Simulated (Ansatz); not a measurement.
Predict the output of the script below (the Python package of Ansatz (0.2.0)).

Script `reaction.py`:
```python
'''Reaction energy of HfTaN2 from HfN and TaN, after relaxing cells and atoms.'''

from collections import Counter
import warnings

import ansatz as az
import numpy as np

PHASES = {
    'HfTaN2 R-3m': (
        [[1.586316, 0.91586, 5.134389], [-1.586316, 0.91586, 5.134389], [0.0, -1.83172, 5.134389]],
        [
            ('Hf', [0.0, 0.0, 0.0]),
            ('Ta', [0.5, 0.5, 0.5]),
            ('N', [0.250298, 0.250298, 0.250298]),
            ('N', [0.749702, 0.749702, 0.749702]),
        ],
    ),
    'HfN Fm-3m': (
        [[0.0, 2.256, 2.256], [2.256, 0.0, 2.256], [2.256, 2.256, 0.0]],
        [
            ('Hf', [0.0, 0.0, 0.0]),
            ('N', [0.5, 0.5, 0.5]),
        ],
    ),
    'TaN P6/mmm': (
        [[5.191, 0.0, 0.0], [-2.5955, 4.495538, 0.0], [0.0, 0.0, 2.908]],
        [
            ('Ta', [0.0, 0.0, 0.0]),
            ('Ta', [1 / 3, 2 / 3, 0.5]),
            ('Ta', [2 / 3, 1 / 3, 0.5]),
            ('N', [0.5, 0.0, 0.0]),
            ('N', [0.5, 0.5, 0.0]),
            ('N', [0.0, 0.5, 0.0]),
        ],
    ),
}


def build(vectors, sites):
    crystal = az.Crystal(lattice=az.Lattice.of(vectors))
    for symbol, position in sites:
        crystal = crystal.atom(symbol, position)
    return crystal


def solve(name, crystal):
    calc = (
        crystal.calculation()
        .functional('r2SCAN')
        .basis(600)
        .kpoints(spacing=0.33)
        .occupations('gaussian', width=0.05)
        .stress()
    )
    calc = calc.relax(force_tolerance=0.01, cell=True)
    return calc.run(threads=1)


def counts(outcome):
    return Counter(site.symbol for site in outcome.lattice.sites)


def volume_per_atom(outcome):
    return abs(np.linalg.det(outcome.lattice.cell_ang)) / len(outcome.lattice.sites)

warnings.simplefilter('ignore', az.DeckWarning)

phases = {name: build(*cell) for name, cell in PHASES.items()}

done = {name: solve(name, crystal) for name, crystal in phases.items()}

# balance the reaction cell by cell
elements = sorted(counts(done['HfTaN2 R-3m']))
matrix = np.array([[counts(done[name])[e] for name in ('HfN Fm-3m', 'TaN P6/mmm')] for e in elements], float)
x = np.linalg.lstsq(matrix, [counts(done['HfTaN2 R-3m'])[e] for e in elements], rcond=None)[0]
energy = done['HfTaN2 R-3m'].report['energy_sigma0_ev'] - sum(k * done[name].report['energy_sigma0_ev'] for k, name in zip(x, ('HfN Fm-3m', 'TaN P6/mmm')))
n = len(done['HfTaN2 R-3m'].lattice.sites)
before = sum(k * len(done[name].lattice.sites) * volume_per_atom(done[name]) for k, name in zip(x, ('HfN Fm-3m', 'TaN P6/mmm'))) / n
print(f'{x[0]:.3f} cells of HfN Fm-3m + {x[1]:.3f} cells of TaN P6/mmm -> 1 cell of HfTaN2 R-3m')
print(f'reaction energy {1000 * energy / n:+.1f} meV/atom ({96.4853 * energy / n:+.2f} kJ per mole of atoms)')
print(f'volume per atom {before:.3f} -> {volume_per_atom(done["HfTaN2 R-3m"]):.3f} A^3')
```

```console
$ python reaction.py
1.000 cells of HfN Fm-3m + 0.333 cells of TaN P6/mmm -> 1 cell of HfTaN2 R-3m
reaction energy -69.3 meV/atom (-6.69 kJ per mole of atoms)
volume per atom 11.557 -> 11.064 A^3
```

The reaction energy is -69.3 meV an atom, so the product lies below the reactants. The volume per atom goes from 11.557 to 11.064 Å³ (-4.3 %).

Notes:
- No spin polarisation was allowed.
- Spin-orbit coupling, which matters for elements this heavy, is left out.
- The cells come from databases of deposited and of computed structures, and not all need be stable phases.
- The reactants and the product are the structures named, not necessarily the lowest of each compound, so sign and change of volume hang on that choice. A semilocal functional's error on such energies is often 0.05 to 0.1 eV an atom, and 0.1 to 0.3 eV against gases such as O2 or F2.
- Hardware and time: 2.2 min on 1 thread of Arm Neoverse V2 (shared host), peak memory 0.73 GiB.

(Lines on the test bed's own set-up are left out of the output.)
